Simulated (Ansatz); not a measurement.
# SiGe5: the band gap up the ladder of functionals

An exercise on one series of results from a longer session: the logs are not shown, and one member is left open.

Code: Ansatz 0.2.0. PAW datasets, plane waves. Spin-unpolarised throughout. Whether this structure exists isn't addressed.

### Starting point

The cell was relaxed beforehand with r2SCAN.

Space group P3m1 (No. 156), trigonal; conventional cell a = 3.984 Å, c = 9.730 Å, 22.29 Å³ an atom. Around Si lie 4 Ge at 2.40–2.43 Å; around Ge lie 4 Ge at 2.44–2.46 Å; around Ge lie 4 Ge at 2.45 Å; around Ge lie 3 Si at 2.43 Å and 1 Ge at 2.46 Å; around Ge lie 4 Ge at 2.44–2.45 Å.

Structure file:

```xyz
6
Lattice="3.9844 0.0000 0.0000 -1.9922 3.4505 0.0000 0.0000 0.0000 9.7298" Properties=species:S:1:pos:R:3 pbc="T T T"
Si    0.0000    0.0000   -0.0008
Ge    1.9922    1.1502    6.5005
Ge    0.0000    2.3004    3.2259
Ge    1.9922    1.1502    8.9590
Ge    0.0000    2.3004    5.6758
Ge    0.0000    0.0000    2.3967
```

Set-up of the first run:

input.yaml reads:

```yaml
crystal:
  lattice:
    - [3.984351156, 0.0, 0.0]
    - [-1.992175578, 3.4505493187, 0.0]
    - [0.0, 0.0, 9.7298408276]
  atoms:
    - { symbol: Si, position: [0.0, 0.0, -8.70755e-05] }
    - { symbol: Ge, position: [0.6666666667, 0.3333333333, 0.6680961541] }
    - { symbol: Ge, position: [0.3333333333, 0.6666666667, 0.3315520194] }
    - { symbol: Ge, position: [0.6666666667, 0.3333333333, 0.9207788613] }
    - { symbol: Ge, position: [0.3333333333, 0.6666666667, 0.5833344106] }
    - { symbol: Ge, position: [0.0, 0.0, 0.2463256302] }
kpoints:
  mp_grid: { grid: [12, 12, 4] }
  band_path:
    path:
      - [[0.0, 0.0, 0.0], [0.5, -2.823777435832e-17, -1.006389688933e-17], [0.3333333333333, 0.3333333333333, -6.70926459289e-18], [0.0, 0.0, 0.0], [-1.18069187506e-35, -9.675975933305e-36, 0.5], [0.5, -2.781653641331e-17, 0.5], [0.3333333333333, 0.3333333333333, 0.5], [-1.18069187506e-35, -9.675975933305e-36, 0.5]]
      - [[0.5, -2.781653641331e-17, 0.5], [0.5, -2.823777435832e-17, -1.006389688933e-17]]
      - [[0.3333333333333, 0.3333333333333, 0.5], [0.3333333333333, 0.3333333333333, -6.70926459289e-18]]
    npoints: 10
hamiltonian:
  xc: pbe
scf:
  occupations: { method: fermi_dirac, width: 0.02 }
  n_extra_bands: 5
output:
  forces: true
  stress: true
  eigenvalues: true
```

Started as:

```console
> ansatz run input.yaml --threads 2 --pin off --max-ram 20275MiB --backend cpu --events-out ev --progress --plain --runs-dir out
```

Among the steps run: PBE band path; Single point with r2SCAN; HSE06; PBE+SOC at the same geometry; PBE0.

One table of the session follows, with a row left open; its other results are not shown here.

```
  level  gap (eV)
    PBE      0.35
 r2SCAN         ?
  HSE06      0.97
PBE+SOC      0.26
   PBE0      1.57
```

Estimate the missing values for r2SCAN.

**Answer.** gap (eV): 0.64. In the column «gap (eV)» it lies between PBE (0.35) and HSE06 (0.97).

Meshes: PBE 12×12×4, r2SCAN 12×12×4, HSE06 6×6×2, PBE+SOC 12×12×4, PBE0 6×6×2

What this shows: PBE+SOC gives the least gap, 0.26 eV, and PBE0 the largest, 1.57 eV. PBE reaches 35 % of the HSE06 value, and r2SCAN 65 %. PBE0 lies 0.60 eV above HSE06, which differs from it by screening the long-range exchange. The levels disagree on whether the gap is direct.

Limits of these values: Warnings in the runs' records: stress scf threshold loose, stress exchange threshold loose.
